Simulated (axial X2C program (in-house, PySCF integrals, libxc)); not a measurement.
# RuSi: properties at the nuclei

Aim: properties at the nuclei of RuSi, with spin–orbit coupling in the Hamiltonian from the start.

Computed with an in-house X2C program for linear molecules on PySCF integrals. Level: two-component X2C with atomic mean-field terms, Ru dyall-cv3z, Si dyall-v3z.

All values are calculated.

**1. Input**

task.json

```json
{"zs": [44, 14], "q": 0, "bas": ["dyall-cv3z", "dyall-v3z"], "r0": 2.41, "levels": ["PBE0", "HF", "BP86", "LDA", "PBE50"], "nst": 3}
```

Keys: zs atomic numbers; q charge; bas basis sets; r0 starting distance in Å; levels methods (HF also brings MP2); nst determinants followed.

Started as:

```sh
python soeom.py task.json out
```

After this run come: Expectation values, lowest determinant; Expectation values, a higher determinant; Expectation values, a higher determinant.

Q: Predict the outcome of this session. Wanted: lowest determinant; Eeff magnitude; Ws magnitude Ru; A∥/gI Ru; qzz Ru; higher determinant (for each run or level that gives them).

**Answer**, as computed:

| quantity | value |
| --- | --- |
| lowest determinant | Ω = 3 (excess of +ω over −ω: ω = 1/2, ω = 5/2) |
| Eeff magnitude (GV/cm), PBE0 | 1.06 |
| Ws magnitude Ru (kHz), PBE0 | 0.14 |
| A∥/gI Ru (MHz), PBE0 | 949 |
| qzz Ru (a.u.), PBE0 | 0.73 |
| higher determinant | Ω = 1 (excess of +ω over −ω: ω = -1/2, ω = 3/2) |
| Eeff magnitude (GV/cm), PBE0, higher determinant | 1.03 |
| Ws magnitude Ru (kHz), PBE0, higher determinant | 0.434 |
| A∥/gI Ru (MHz), PBE0, higher determinant | -907 |
| qzz Ru (a.u.), PBE0, higher determinant | 0.62 |
| higher determinant | Ω = 2 (excess of +ω over −ω: ω = -1/2, ω = 5/2) |
| Eeff magnitude (GV/cm), PBE0, higher determinant | 2.02 |
| Ws magnitude Ru (kHz), PBE0, higher determinant | 0.558 |
| A∥/gI Ru (MHz), PBE0, higher determinant | -830 |
| qzz Ru (a.u.), PBE0, higher determinant | 0.46 |

In the first state, the effective field runs from 0.378 to 5.87 GV/cm over the mean-field levels, so the levels don't agree on it. The expectation values come from single determinants, which for open shells can mix terms of unlike spin or miss the lowest Ω, so a determinant need not be a state. Eeff is the effective electric field on the electron dipole moment in this Ω state and Ws the scalar–pseudoscalar constant (defined with the proton number Z and per Ω); A∥ is the parallel hyperfine constant, which follows by multiplying with the nuclear g factor gI = μI/(I μN); qzz is the electric field gradient, eQq0 = 234.96 MHz × Q/barn × qzz; μ is positive if Si is the positive end. The operators were transformed with the bare-nucleus X2C matrices.
